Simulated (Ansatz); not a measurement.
NaLaMnMoO6: single point with PBE

The system is NaLaMnMoO6.

```
Na La Mn Mo O
1.0
     4.97775   -2.88146    0.02055
     4.97775    2.88146    0.02055
    -3.06086    0.00000    4.59785
Na La Mn Mo O
1 1 1 1 6
Direct
  0.99482 0.99482 0.49994
  0.75307 0.75307 0.78825
  0.25016 0.25016 0.19811
  0.49867 0.49867 0.99722
  0.30338 0.30338 0.61396
  0.32902 0.82850 0.87649
  0.19558 0.63630 0.15354
  0.63630 0.19558 0.15354
  0.82850 0.32902 0.87649
  0.71050 0.71050 0.34246
```

The cell was built by a generator and needn't be a form met in nature.

```json
{
 "Program": "Ansatz 0.2.0",
 "Task": "single point",
 "Functional": "PBE",
 "Potentials or basis": "JTH PAW",
 "Cutoff": "1800 eV (not typed: the program's choice for these potentials)",
 "k mesh": "6 × 6 × 6",
 "Occupations": "fermi-dirac, width 0.05 eV",
 "Spin": "collinear spin, ferromagnetic start",
 "Starting moments": "[0.0, 0.0, 4.0, 1.0, 0.0, 0.0, 0.0, 0.0, 0.0, 0.0] μB"
}
```

```json
{"Pressure": "0.6 GPa", "Largest force": "0.085 eV/Å", "Band gap on the k mesh": "0.89 eV, indirect (least direct gap 0.98 eV)", "Net moment": "5.00 μB per cell", "Absolute moment": "5.01 μB per cell", "Site moments": "Na +0.00; La +0.01; Mn +3.91; Mo +0.09; O +0.02, +0.03, +0.05 μB"}
```

Forces in eV/Å, atoms in the order of the input:
```
Na   0.009  0.000 -0.004
La  -0.008  0.000 -0.002
Mn  -0.010  0.000  0.003
Mo  -0.006  0.000  0.003
O   -0.009  0.000 -0.010
O   -0.019  0.009  0.017
O    0.010 -0.039  0.025
O    0.010  0.039  0.025
O   -0.019 -0.009  0.017
O    0.042  0.000 -0.074
```

Stress tensor (GPa, compression positive):
```
 0.50  0.00 -0.09
 0.00  0.56  0.00
-0.09  0.00  0.80
```

Levels at points of the mesh, in eV from the valence-band top:
Spin up:
```tsv
k point	band 43	band 44	band 45	band 46	band 47	band 48
(0.00, 0.00, 0.00)	-0.55	-0.53	-0.04	1.00	1.26	1.54
(0.00, 0.00, -0.50)	-0.77	-0.51	0.00	1.00	1.38	1.66
(0.00, -0.50, 0.00)	-0.69	-0.61	-0.19	1.21	1.50	1.65
(0.00, -0.50, -0.50)	-0.70	-0.57	-0.15	1.20	1.52	1.62
(-0.50, -0.50, 0.00)	-0.76	-0.70	-0.14	1.02	1.41	1.87
(-0.50, -0.50, -0.50)	-0.71	-0.57	-0.16	1.15	1.39	1.67
```
Spin down:
| k point | band 37 | band 38 | band 39 | band 40 | band 41 | band 42 | band 43 | band 44 |
| --- | --- | --- | --- | --- | --- | --- | --- | --- |
| (0.00, 0.00, 0.00) | -2.33 | -2.26 | -2.07 | -1.71 | 0.94 | 1.37 | 1.53 | 2.56 |
| (0.00, 0.00, -0.50) | -2.15 | -2.13 | -1.81 | -1.70 | 1.00 | 1.34 | 1.41 | 2.71 |
| (0.00, -0.50, 0.00) | -2.30 | -2.22 | -2.13 | -1.55 | 1.24 | 1.46 | 1.57 | 2.70 |
| (0.00, -0.50, -0.50) | -2.33 | -2.01 | -1.77 | -1.61 | 1.12 | 1.34 | 1.61 | 2.68 |
| (-0.50, -0.50, 0.00) | -2.21 | -1.83 | -1.77 | -1.33 | 0.95 | 1.24 | 1.79 | 2.70 |
| (-0.50, -0.50, -0.50) | -2.25 | -1.87 | -1.76 | -1.63 | 0.89 | 1.32 | 1.67 | 2.69 |

Wall time 2.1 min on 8 threads of AMD EPYC 7B13 (Zen 3) (shared host), peak memory 6.8 GiB.

Caveat: spin-orbit coupling is left out, which moves the levels of the heavy elements; a cell with one magnetic atom can't hold antiferromagnetic order, which such compounds often take. A k mesh can miss the band edges.
